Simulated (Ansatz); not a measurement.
Debugging an equation of state with a fit of Cd₃Pd, space group Pm-3m (the Python package of Ansatz (0.2.0)).

Script `eos.py`:
```python
import ansatz
import numpy as np

vectors0 = np.array([
    [4.208479, 0.0, 0.0],
    [0.0, 4.208479, 0.0],
    [0.0, 0.0, 4.208479],
])
sites = [
    ("Cd", (0.0, 0.5, 0.5)),
    ("Cd", (0.5, 0.0, 0.5)),
    ("Cd", (0.5, 0.5, 0.0)),
    ("Pd", (0.0, 0.0, 0.0)),
]


def make_crystal(cell):
    crystal = ansatz.Crystal(lattice=ansatz.Lattice.of(cell))
    for symbol, position in sites:
        crystal = crystal.atom(symbol, position)
    return crystal


def main() -> None:
    volumes, energies = [], []
    for scale in np.linspace(0.92, 1.08, 7):
        cell = vectors0 * scale ** (1 / 3)
        job = (
            make_crystal(cell).calculation()
            .basis(600)
            .occupations("fermi_dirac", width=0.1)
            .functional("r2SCAN", dispersion="d3bjatm")
            .kpoints(6, 6, 6)
        )
        summary = job.run(threads=1).report
        volumes.append(abs(np.linalg.det(cell)) / len(sites))
        energies.append(summary["etot"] / len(sites))
        print(f"V = {volumes[-1]:8.4f} A^3/atom  F = {energies[-1]:.5f} eV/atom")

    x = np.array(volumes) ** (-2 / 3)
    poly = np.polynomial.Polynomial.fit(x, energies, 3).convert()
    roots = poly.deriv().roots()
    x0 = min((r.real for r in roots if abs(r.imag) < 1e-9 and poly.deriv(2)(r.real) > 0), key=lambda r: abs(r - x.mean()))
    v0 = x0 ** -1.5
    b0 = 4 / 9 * poly.deriv(2)(x0) * v0 ** (-7 / 3) * 160.21766
    b1 = 4 + 2 / 3 * x0 * poly.deriv(3)(x0) / poly.deriv(2)(x0)
    print(f"V0 = {v0:.4f} A^3/atom, B0 = {b0:.1f} GPa, dB/dP = {b1:.2f}")


if __name__ == "__main__":
    main()
```

```console
$ python eos.py
Traceback (most recent call last):
  File "eos.py", line 51, in <module>
    main()
    ~~~~^^
  File "eos.py", line 37, in main
    energies.append(summary["etot"] / len(sites))
                    ~~~~~~~^^^^^^^^
KeyError: 'etot'
```

What is wrong, and how is it mended?

The fault: the report has no such key (the free energy stands under free_energy_ev). The change:

```diff
--- before
+++ after
@@ -36,3 +36,3 @@
         volumes.append(abs(np.linalg.det(cell)) / len(sites))
-        energies.append(summary["etot"] / len(sites))
+        energies.append(summary["free_energy_ev"] / len(sites))
         print(f"V = {volumes[-1]:8.4f} A^3/atom  F = {energies[-1]:.5f} eV/atom")
```

After the fix:

```console
$ python eos.py
V =  17.1437 A^3/atom  F = -7948.00303 eV/atom
V =  17.6406 A^3/atom  F = -7948.02096 eV/atom
V =  18.1375 A^3/atom  F = -7948.02814 eV/atom
V =  18.6344 A^3/atom  F = -7948.02630 eV/atom
V =  19.1313 A^3/atom  F = -7948.01688 eV/atom
V =  19.6282 A^3/atom  F = -7948.00114 eV/atom
V =  20.1252 A^3/atom  F = -7947.98011 eV/atom
V0 = 18.2731 A^3/atom, B0 = 101.7 GPa, dB/dP = 5.49
```

What to keep in mind:
- Total energies depend on the potentials; only differences at equal settings carry meaning.
- Dispersion corrections can be off by several per cent in the lattices of metals, and by several GPa in the pressure at a fixed cell.
- The mesh is modest for a metal, so energies can be off by several to tens of meV an atom and pressures by half a GPa or more; differences at equal mesh fare better.
- This cell is a computed structure, which may not be the phase found in nature.
- Wall time of the script: 66 s on 1 thread of Arm Neoverse V2, on a shared host, peak memory 0.62 GiB.
